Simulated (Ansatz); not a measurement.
# Al2BrH3: the cost of one run

Method: RKS SPW92 (LDA)/def2-TZVP; program: Ansatz 0.2.0.

### Step 1. The system as given

SMILES `[AlH2][AlH][Br]`, 6 atoms, charge 0, spin multiplicity 1.

Atoms are counted from 1 here; the program's logs count them from 0.

Bond lengths: Al1–Al2 2.605 Å, Al1–H4 1.605 Å, Al1–H5 1.608 Å, Al2–Br3 2.293 Å, Al2–H6 1.603 Å. Angles: Al2–Al1–H4 120.8°, Al2–Al1–H5 121.3°, H4–Al1–H5 117.9°, Al1–Al2–Br3 115.7°, Al1–Al2–H6 130.3°, Br3–Al2–H6 114.0°.

Coordinates:

```
Al   -1.0360    0.4287   -0.8113
Al    0.9508   -0.0669    0.7997
Br    1.5714   -2.2683    0.9630
H    -1.7570   -0.7579   -1.6170
H    -1.5787    1.9260   -1.0325
H     1.8234    0.9264    1.7069
```

This geometry comes from a loose relaxation at PBE in a small basis, which is not shown.

### Step 3. The grid

The axes are (1) bond length Al1–Al2: 15 values from 2.094 to 3.830 Å; (2) bond length Al1–H5: 15 values from 1.409 to 2.001 Å.

Nothing else is relaxed (all other coordinates rigid). Energies count from the relaxed molecule at the same level.

(The set-up runs are not shown.)

### Step 4. The run at bond length Al1–Al2 = 2.094 Å, bond length Al1–H5 = 1.536 Å

The input, input.yaml:

```yaml
crystal:
  periodic: [false, false, false]
  atoms:
    - { symbol: Al, position_ang: [-1.037456, 0.407082, -0.756654] }
    - { symbol: Al, position_ang: [0.495859, 0.015924, 0.614759] }
    - { symbol: Br, position_ang: [1.840798, -1.650864, -0.1392] }
    - { symbol: H, position_ang: [-2.420084, -0.397624, -0.701767] }
    - { symbol: H, position_ang: [-0.843374, 1.416767, -1.897779] }
    - { symbol: H, position_ang: [0.920459, 0.611699, 2.034536] }
basis:
  gaussian: { orbitals: def2-TZVP }
hamiltonian:
  xc: lda
output:
  forces: true
```

Started as:

```console
$ ansatz run input.yaml --threads 1 --pin off --max-ram 2560MiB --backend cpu --events-out ev --progress --plain --runs-dir out
```

Q: Estimate wall time and peak memory on 1 thread of Arm Neoverse V2, shared host.

About 2.2 s, with a peak of 0.15 GiB.
